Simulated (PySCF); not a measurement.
# CH10Si3: NMR shifts at several levels of theory

Aim: compute the NMR shifts of CH10Si3 (`C[SiH]([SiH3])[SiH3]`) at several levels, and see how far they spread and what each costs.

The runs use PySCF 2.14.0, with density-fitted response routines of our own; the level of theory stands in each step. All values are computed, except where a source is named. Atoms are numbered from 0 throughout.

## Step 1: The molecule as given

14 atoms, charge 0, multiplicity 1; geometry from: PBE0-D3(BJ)/def2-SVP.

Bonds of the start (Å): C0–Si1 1.89, Si1–Si2 2.35, Si1–Si3 2.35, C0–H4 1.10, C0–H5 1.10, C0–H6 1.10, Si1–H7 1.50, Si2–H8 1.50, Si2–H9 1.50, Si2–H10 1.50, Si3–H11 1.50, Si3–H12 1.50, Si3–H13 1.50.

## Step 2: Nuclear shieldings: HF/pcSseg-1

What the job is given:

```
{"job": {"kind": "nmr", "xc": "HF", "basis": "pcSseg-1", "pop": false}, "charge": 0, "multiplicity": 1}
C      0.089817     1.824567    -0.864819
Si    -0.080865     0.386087     0.350991
Si    -1.901977    -0.979160    -0.219175
Si     1.857622    -0.937257     0.352312
H     -0.821169     2.442140    -0.873880
H      0.940190     2.467550    -0.590824
H      0.259251     1.445846    -1.884406
H     -0.297740     0.902904     1.742483
H     -3.182357    -0.202964    -0.217059
H     -1.699447    -1.543644    -1.591394
H     -2.030043    -2.116042     0.744697
H      1.718988    -2.068827     1.321166
H      3.064831    -0.133037     0.724253
H      2.079087    -1.509675    -1.013680
```

Method: GIAO HF/pcSseg-1 NMR shielding, non-relativistic, gas phase.

Launch:

```sh
OMP_NUM_THREADS=1 python probes_run.py task.json out
```

This one command runs all jobs of the session in turn.

What it wrote:

```text
final grid: 100712 points
cycle   1  E = -910.3705930756  dE = -3.234e-01  |g| = 3.198e-01  |ddm| = 3.025e+00
cycle   2  E = -910.4193014615  dE = -4.871e-02  |g| = 8.995e-02  |ddm| = 4.827e-01
cycle   3  E = -910.4237571880  dE = -4.456e-03  |g| = 2.856e-02  |ddm| = 2.028e-01
cycle   4  E = -910.4241157822  dE = -3.586e-04  |g| = 4.307e-03  |ddm| = 5.713e-02
cycle   5  E = -910.4241309469  dE = -1.516e-05  |g| = 1.241e-03  |ddm| = 1.479e-02
cycle   6  E = -910.4241320753  dE = -1.128e-06  |g| = 4.034e-04  |ddm| = 4.072e-03
cycle   7  E = -910.4241321677  dE = -9.238e-08  |g| = 8.989e-05  |ddm| = 1.121e-03
cycle   8  E = -910.4241321738  dE = -6.166e-09  |g| = 2.900e-05  |ddm| = 2.979e-04
cycle   9  E = -910.4241321743  dE = -4.877e-10  |g| = 7.083e-06  |ddm| = 7.696e-05
converged SCF energy = -910.4241321743

GIAO shielding tensors (ppm)
atom      isotropic    diamagn.    paramagn.     s11        s22        s33       span
  0 C      199.744     253.519     -53.776    193.647    199.758    205.826     12.179
  1 Si     464.366     878.603    -414.238    440.212    444.468    508.417     68.205
  2 Si     483.704     877.088    -393.385    475.357    479.893    495.861     20.504
  3 Si     483.645     877.108    -393.463    475.376    479.708    495.851     20.474
  4 H       31.213      30.371       0.842     25.808     28.511     39.320     13.513
  5 H       31.210      30.409       0.802     25.811     28.503     39.317     13.506
  6 H       31.651      31.563       0.088     26.982     29.196     38.777     11.795
  7 H       28.195      30.529      -2.334     25.101     25.852     33.634      8.533
  8 H       28.218      29.321      -1.103     24.791     26.001     33.862      9.071
  9 H       28.379      29.635      -1.256     25.261     26.551     33.324      8.063
 10 H       28.369      29.422      -1.053     24.918     26.323     33.866      8.948
 11 H       28.367      29.441      -1.074     24.919     26.317     33.864      8.945
 12 H       28.216      29.343      -1.128     24.790     26.000     33.857      9.067
 13 H       28.379      29.659      -1.280     25.259     26.555     33.322      8.064
```

Wall time 5.8 s (1 thread of Arm Neoverse V1, shared host); peak memory 0.83 GiB.

The references, computed at this level on geometries of the same kind, shield at (ppm): ¹H TMS 31.69, ¹³C TMS 190.8, ²⁹Si TMS 393.4. Their shielding less the atom's gives the shift. The references are single molecules in the gas phase. Atoms listed in one row are averaged.

```
                     atoms                               environment  σ (ppm)  δ (ppm)
                        C0                methyl carbon bonded to Si    199.7     -8.9
                        H7   hydrogen on a silicon bonded to C, 2 Si    28.20     3.49
H8, H9, H10, H11, H12, H13        hydrogen on a silicon bonded to Si    28.32     3.36
                H4, H5, H6  hydrogen on a methyl carbon bonded to Si    31.36     0.33
                       Si1              silicon bonded to C, 2 Si, H    464.4    -70.9
                  Si2, Si3                 silicon bonded to Si, 3 H    483.7    -90.2
```

## Step 3: Shielding tensors: LDA/pcSseg-1

Settings changed since step 2:

```diff
@@ -1,2 +1,2 @@
-{"job": {"kind": "nmr", "xc": "HF", "basis": "pcSseg-1", "pop": false}, "charge": 0, "multiplicity": 1}
+{"job": {"kind": "nmr", "xc": "LDA", "basis": "pcSseg-1", "pop": false}, "charge": 0, "multiplicity": 1}
 C      0.089817     1.824567    -0.864819
```

With the program's defaults for keys left out, this is: GIAO LDA/pcSseg-1 NMR shielding, non-relativistic, gas phase.

What it wrote:

```text
coarse grid: 12160 points
cycle   1  E = -908.5900192671  dE = -2.553e-01  |g| = 4.554e-01  |ddm| = 3.179e+00
cycle   2  E = -908.4946825998  dE =  9.534e-02  |g| = 7.197e-01  |ddm| = 1.065e+00
cycle   3  E = -908.6418583498  dE = -1.472e-01  |g| = 7.878e-02  |ddm| = 8.054e-01
cycle   4  E = -908.6439460219  dE = -2.088e-03  |g| = 1.924e-02  |ddm| = 1.565e-01
cycle   5  E = -908.6440827351  dE = -1.367e-04  |g| = 5.026e-03  |ddm| = 4.234e-02
cycle   6  E = -908.6440896895  dE = -6.954e-06  |g| = 1.007e-03  |ddm| = 7.362e-03
final grid: 100712 points
cycle   7  E = -908.6462544738  dE = -1.031e-05  |g| = 2.717e-03  |ddm| = 1.560e-02
cycle   8  E = -908.6462501378  dE =  4.336e-06  |g| = 4.815e-03  |ddm| = 7.211e-03
cycle   9  E = -908.6462564880  dE = -6.350e-06  |g| = 2.404e-04  |ddm| = 4.756e-03
cycle  10  E = -908.6462565051  dE = -1.710e-08  |g| = 1.031e-04  |ddm| = 5.548e-04
cycle  11  E = -908.6462565087  dE = -3.545e-09  |g| = 9.451e-06  |ddm| = 1.680e-04
cycle  12  E = -908.6462565087  dE = -3.001e-11  |g| = 4.384e-06  |ddm| = 2.133e-05
converged SCF energy = -908.6462565087

GIAO shielding tensors (ppm)
atom      isotropic    diamagn.    paramagn.     s11        s22        s33       span
  0 C      189.571     252.847     -63.276    185.587    188.792    194.334      8.746
  1 Si     402.971     882.855    -479.885    373.954    380.829    454.130     80.176
  2 Si     434.459     881.817    -447.358    422.174    427.315    453.888     31.714
  3 Si     434.355     881.839    -447.485    422.172    427.036    453.857     31.685
  4 H       30.311      29.410       0.901     25.032     27.836     38.065     13.033
  5 H       30.306      29.441       0.865     25.033     27.824     38.061     13.028
  6 H       30.677      30.551       0.126     26.230     28.558     37.244     11.014
  7 H       26.500      29.384      -2.884     23.666     24.226     31.609      7.942
  8 H       26.968      28.312      -1.344     23.550     24.743     32.611      9.062
  9 H       27.168      28.793      -1.625     24.130     25.398     31.975      7.845
 10 H       27.131      28.503      -1.372     23.684     25.152     32.557      8.872
 11 H       27.128      28.526      -1.397     23.686     25.145     32.555      8.869
 12 H       26.966      28.340      -1.374     23.551     24.742     32.606      9.055
 13 H       27.168      28.820      -1.652     24.127     25.403     31.973      7.846
```

Run time: 13 s. Hardware: 1 thread of Arm Neoverse V1, shared host; peak memory 0.83 GiB.

This run: δ C0 -8.9, Si1 -84.6, Si2 -116.0, H7 4.33, H8 3.74 ppm (means over like atoms).

## Step 4: NMR shieldings: PBE/pcSseg-1

Settings changed since step 3:

```diff
@@ -1,2 +1,2 @@
-{"job": {"kind": "nmr", "xc": "LDA", "basis": "pcSseg-1", "pop": false}, "charge": 0, "multiplicity": 1}
+{"job": {"kind": "nmr", "xc": "PBE", "basis": "pcSseg-1", "pop": false}, "charge": 0, "multiplicity": 1}
 C      0.089817     1.824567    -0.864819
```

Method: GIAO PBE/pcSseg-1 NMR shielding, non-relativistic, gas phase.

What it wrote:

```text
coarse grid: 12160 points
cycle   1  E = -911.9602235405  dE = -2.616e-01  |g| = 4.311e-01  |ddm| = 3.194e+00
cycle   2  E = -911.8813843279  dE =  7.884e-02  |g| = 6.686e-01  |ddm| = 1.003e+00
cycle   3  E = -912.0087380827  dE = -1.274e-01  |g| = 6.722e-02  |ddm| = 7.395e-01
cycle   4  E = -912.0103558630  dE = -1.618e-03  |g| = 1.629e-02  |ddm| = 1.395e-01
cycle   5  E = -912.0104603364  dE = -1.045e-04  |g| = 4.544e-03  |ddm| = 3.823e-02
cycle   6  E = -912.0104663644  dE = -6.028e-06  |g| = 1.265e-03  |ddm| = 7.479e-03
final grid: 100712 points
cycle   7  E = -912.0387925723  dE = -7.460e-06  |g| = 8.138e-03  |ddm| = 1.933e-02
cycle   8  E = -912.0387584564  dE =  3.412e-05  |g| = 1.369e-02  |ddm| = 1.880e-02
cycle   9  E = -912.0388087318  dE = -5.028e-05  |g| = 8.345e-04  |ddm| = 1.323e-02
cycle  10  E = -912.0388088962  dE = -1.644e-07  |g| = 1.773e-04  |ddm| = 1.360e-03
cycle  11  E = -912.0388089063  dE = -1.006e-08  |g| = 1.723e-05  |ddm| = 2.811e-04
cycle  12  E = -912.0388089063  dE = -5.866e-11  |g| = 7.923e-06  |ddm| = 4.389e-05
converged SCF energy = -912.0388089063

GIAO shielding tensors (ppm)
atom      isotropic    diamagn.    paramagn.     s11        s22        s33       span
  0 C      187.691     252.064     -64.373    183.854    186.944    192.276      8.422
  1 Si     415.011     882.559    -467.548    388.678    392.661    463.693     75.015
  2 Si     442.307     881.157    -438.850    431.555    435.922    459.443     27.888
  3 Si     442.207     881.180    -438.973    431.547    435.664    459.410     27.864
  4 H       30.665      29.794       0.871     25.611     28.265     38.121     12.510
  5 H       30.661      29.827       0.833     25.612     28.253     38.118     12.506
  6 H       31.041      30.974       0.067     26.787     28.944     37.392     10.604
  7 H       27.132      30.045      -2.913     24.311     24.901     32.184      7.872
  8 H       27.469      28.907      -1.438     24.168     25.296     32.943      8.775
  9 H       27.657      29.382      -1.725     24.703     25.916     32.351      7.648
 10 H       27.621      29.088      -1.467     24.279     25.685     32.900      8.621
 11 H       27.619      29.111      -1.492     24.280     25.678     32.898      8.618
 12 H       27.467      28.937      -1.469     24.169     25.295     32.938      8.769
 13 H       27.656      29.409      -1.752     24.700     25.921     32.349      7.649
```

Run time: 15 s. Hardware: 1 thread of Arm Neoverse V1, shared host; peak memory 0.71 GiB.

This run: δ C0 -7.7, Si1 -80.4, Si2 -107.6, H7 4.07, H8 3.62 ppm (means over like atoms).

## Step 5: Nuclear shieldings: BLYP/pcSseg-1

Settings changed since step 4:

```diff
@@ -1,2 +1,2 @@
-{"job": {"kind": "nmr", "xc": "PBE", "basis": "pcSseg-1", "pop": false}, "charge": 0, "multiplicity": 1}
+{"job": {"kind": "nmr", "xc": "BLYP", "basis": "pcSseg-1", "pop": false}, "charge": 0, "multiplicity": 1}
 C      0.089817     1.824567    -0.864819
```

With the program's defaults for keys left out, this is: GIAO BLYP/pcSseg-1 NMR shielding, non-relativistic, gas phase.

What it wrote:

```text
coarse grid: 12160 points
cycle   1  E = -912.4271654172  dE = -2.637e-01  |g| = 4.586e-01  |ddm| = 3.201e+00
cycle   2  E = -912.3355809888  dE =  9.158e-02  |g| = 7.155e-01  |ddm| = 1.060e+00
cycle   3  E = -912.4822842046  dE = -1.467e-01  |g| = 7.262e-02  |ddm| = 7.838e-01
cycle   4  E = -912.4841892829  dE = -1.905e-03  |g| = 1.795e-02  |ddm| = 1.502e-01
cycle   5  E = -912.4843136263  dE = -1.243e-04  |g| = 5.985e-03  |ddm| = 4.354e-02
cycle   6  E = -912.4843244924  dE = -1.087e-05  |g| = 1.428e-03  |ddm| = 9.852e-03
cycle   7  E = -912.4843252184  dE = -7.260e-07  |g| = 2.325e-04  |ddm| = 2.696e-03
final grid: 100712 points
cycle   8  E = -912.5103209349  dE = -7.708e-06  |g| = 5.986e-03  |ddm| = 1.822e-02
cycle   9  E = -912.5103045275  dE =  1.641e-05  |g| = 9.683e-03  |ddm| = 1.471e-02
cycle  10  E = -912.5103298171  dE = -2.529e-05  |g| = 8.859e-04  |ddm| = 9.978e-03
cycle  11  E = -912.5103300443  dE = -2.272e-07  |g| = 1.194e-04  |ddm| = 1.315e-03
cycle  12  E = -912.5103300499  dE = -5.551e-09  |g| = 3.014e-05  |ddm| = 2.466e-04
cycle  13  E = -912.5103300502  dE = -3.126e-10  |g| = 8.497e-06  |ddm| = 5.685e-05
converged SCF energy = -912.5103300502

GIAO shielding tensors (ppm)
atom      isotropic    diamagn.    paramagn.     s11        s22        s33       span
  0 C      182.572     250.762     -68.190    179.165    181.575    186.977      7.813
  1 Si     397.773     882.387    -484.613    371.439    377.032    444.849     73.409
  2 Si     429.331     880.840    -451.509    417.955    421.971    448.067     30.112
  3 Si     429.222     880.865    -451.644    417.927    421.711    448.028     30.101
  4 H       30.825      29.905       0.920     26.035     28.542     37.898     11.863
  5 H       30.820      29.941       0.880     26.036     28.530     37.895     11.859
  6 H       31.200      31.202      -0.002     27.203     29.183     37.213     10.010
  7 H       27.438      30.298      -2.861     24.711     25.315     32.287      7.576
  8 H       27.733      29.216      -1.483     24.565     25.632     33.004      8.439
  9 H       27.925      29.829      -1.904     25.100     26.235     32.441      7.342
 10 H       27.880      29.460      -1.580     24.673     26.006     32.960      8.287
 11 H       27.878      29.482      -1.604     24.675     26.000     32.959      8.283
 12 H       27.732      29.251      -1.519     24.566     25.631     32.998      8.432
 13 H       27.925      29.856      -1.931     25.096     26.240     32.439      7.342
```

Run time: 16 s. Hardware: 1 thread of Arm Neoverse V1, shared host; peak memory 0.71 GiB.

In short: δ C0 -7.3, Si1 -74.3, Si2 -105.8, H7 3.92, H8 3.52 ppm (means over like atoms).

## Step 6: Shielding tensors: BP86/pcSseg-1

Settings changed since step 5:

```diff
@@ -1,2 +1,2 @@
-{"job": {"kind": "nmr", "xc": "BLYP", "basis": "pcSseg-1", "pop": false}, "charge": 0, "multiplicity": 1}
+{"job": {"kind": "nmr", "xc": "BP86", "basis": "pcSseg-1", "pop": false}, "charge": 0, "multiplicity": 1}
 C      0.089817     1.824567    -0.864819
```

With the program's defaults for keys left out, this is: GIAO BP86/pcSseg-1 NMR shielding, non-relativistic, gas phase.

What it wrote:

```text
coarse grid: 12160 points
cycle   1  E = -912.5741598243  dE = -2.632e-01  |g| = 4.231e-01  |ddm| = 3.189e+00
cycle   2  E = -912.5014970370  dE =  7.266e-02  |g| = 6.494e-01  |ddm| = 9.506e-01
cycle   3  E = -912.6210474801  dE = -1.196e-01  |g| = 6.456e-02  |ddm| = 6.984e-01
cycle   4  E = -912.6225428955  dE = -1.495e-03  |g| = 1.588e-02  |ddm| = 1.359e-01
cycle   5  E = -912.6226440397  dE = -1.011e-04  |g| = 4.515e-03  |ddm| = 3.773e-02
cycle   6  E = -912.6226500330  dE = -5.993e-06  |g| = 1.219e-03  |ddm| = 7.410e-03
final grid: 100712 points
cycle   7  E = -912.6512101953  dE = -1.414e-05  |g| = 3.868e-03  |ddm| = 1.852e-02
cycle   8  E = -912.6512035354  dE =  6.660e-06  |g| = 5.950e-03  |ddm| = 9.312e-03
cycle   9  E = -912.6512137598  dE = -1.022e-05  |g| = 6.196e-04  |ddm| = 6.306e-03
cycle  10  E = -912.6512138163  dE = -5.647e-08  |g| = 1.930e-04  |ddm| = 8.678e-04
cycle  11  E = -912.6512138299  dE = -1.359e-08  |g| = 1.174e-05  |ddm| = 3.078e-04
cycle  12  E = -912.6512138299  dE = -1.546e-11  |g| = 4.146e-06  |ddm| = 1.953e-05
converged SCF energy = -912.6512138299

GIAO shielding tensors (ppm)
atom      isotropic    diamagn.    paramagn.     s11        s22        s33       span
  0 C      187.279     252.552     -65.273    183.408    186.543    191.885      8.476
  1 Si     412.768     882.645    -469.878    386.652    390.752    460.899     74.247
  2 Si     439.851     881.129    -441.278    429.192    433.455    456.906     27.714
  3 Si     439.752     881.153    -441.401    429.183    433.198    456.875     27.692
  4 H       30.736      29.870       0.866     25.720     28.350     38.139     12.419
  5 H       30.732      29.905       0.826     25.721     28.338     38.136     12.415
  6 H       31.110      31.099       0.011     26.881     29.022     37.428     10.547
  7 H       27.215      30.133      -2.918     24.405     24.994     32.246      7.842
  8 H       27.537      28.976      -1.439     24.254     25.381     32.974      8.720
  9 H       27.725      29.480      -1.755     24.792     25.991     32.393      7.601
 10 H       27.690      29.170      -1.480     24.369     25.764     32.937      8.568
 11 H       27.688      29.192      -1.505     24.370     25.758     32.935      8.565
 12 H       27.535      29.007      -1.472     24.256     25.380     32.969      8.714
 13 H       27.725      29.508      -1.782     24.789     25.996     32.390      7.602
```

Run time: 16 s. Hardware: 1 thread of Arm Neoverse V1, shared host; peak memory 0.71 GiB.

This run: δ C0 -7.5, Si1 -78.9, Si2 -105.9, H7 4.05, H8 3.62 ppm (means over like atoms).

## Step 7: Shielding tensors: OPBE/pcSseg-1

Settings changed since step 6:

```diff
@@ -1,2 +1,2 @@
-{"job": {"kind": "nmr", "xc": "BP86", "basis": "pcSseg-1", "pop": false}, "charge": 0, "multiplicity": 1}
+{"job": {"kind": "nmr", "xc": "OPBE", "basis": "pcSseg-1", "pop": false}, "charge": 0, "multiplicity": 1}
 C      0.089817     1.824567    -0.864819
```

Level: GIAO OPBE/pcSseg-1 NMR shielding, non-relativistic, gas phase.

What it wrote:

```text
coarse grid: 12160 points
cycle   1  E = -912.3653022819  dE = -2.908e-01  |g| = 3.729e-01  |ddm| = 3.228e+00
cycle   2  E = -912.3139911985  dE =  5.131e-02  |g| = 5.628e-01  |ddm| = 9.301e-01
cycle   3  E = -912.4051165451  dE = -9.113e-02  |g| = 4.927e-02  |ddm| = 6.335e-01
cycle   4  E = -912.4060475180  dE = -9.310e-04  |g| = 1.498e-02  |ddm| = 1.143e-01
cycle   5  E = -912.4061398298  dE = -9.231e-05  |g| = 2.864e-03  |ddm| = 3.261e-02
cycle   6  E = -912.4061421684  dE = -2.339e-06  |g| = 9.234e-04  |ddm| = 4.983e-03
final grid: 100712 points
cycle   7  E = -912.4262216410  dE = -1.182e-04  |g| = 1.158e-02  |ddm| = 4.070e-02
cycle   8  E = -912.4262080655  dE =  1.358e-05  |g| = 1.043e-02  |ddm| = 1.599e-02
cycle   9  E = -912.4262305744  dE = -2.251e-05  |g| = 4.262e-03  |ddm| = 1.381e-02
cycle  10  E = -912.4262355193  dE = -4.945e-06  |g| = 1.938e-04  |ddm| = 4.569e-03
cycle  11  E = -912.4262355312  dE = -1.184e-08  |g| = 6.117e-05  |ddm| = 4.168e-04
cycle  12  E = -912.4262355324  dE = -1.221e-09  |g| = 1.046e-05  |ddm| = 1.107e-04
cycle  13  E = -912.4262355324  dE = -4.161e-11  |g| = 2.535e-06  |ddm| = 2.148e-05
converged SCF energy = -912.4262355324

GIAO shielding tensors (ppm)
atom      isotropic    diamagn.    paramagn.     s11        s22        s33       span
  0 C      192.097     253.240     -61.143    188.337    191.638    196.316      7.979
  1 Si     439.238     882.653    -443.415    415.134    416.824    485.757     70.623
  2 Si     459.925     881.280    -421.356    450.429    454.541    474.804     24.375
  3 Si     459.828     881.300    -421.471    450.408    454.308    474.769     24.361
  4 H       30.702      29.903       0.799     25.544     28.207     38.356     12.812
  5 H       30.698      29.934       0.764     25.545     28.196     38.354     12.810
  6 H       31.067      30.981       0.086     26.679     28.876     37.646     10.968
  7 H       27.239      30.165      -2.926     24.330     24.936     32.453      8.123
  8 H       27.524      28.958      -1.434     24.199     25.318     33.054      8.856
  9 H       27.685      29.277      -1.592     24.666     25.914     32.474      7.808
 10 H       27.667      29.057      -1.390     24.278     25.704     33.018      8.740
 11 H       27.664      29.079      -1.415     24.279     25.697     33.016      8.737
 12 H       27.522      28.984      -1.462     24.200     25.318     33.049      8.849
 13 H       27.685      29.303      -1.618     24.663     25.919     32.471      7.808
```

It took 16 s on 1 thread of Arm Neoverse V1, shared host; peak memory 0.71 GiB.

This run: δ C0 -7.0, Si1 -78.9, Si2 -99.6, H7 3.99, H8 3.60 ppm (means over like atoms).

[end of part 1 of 2]
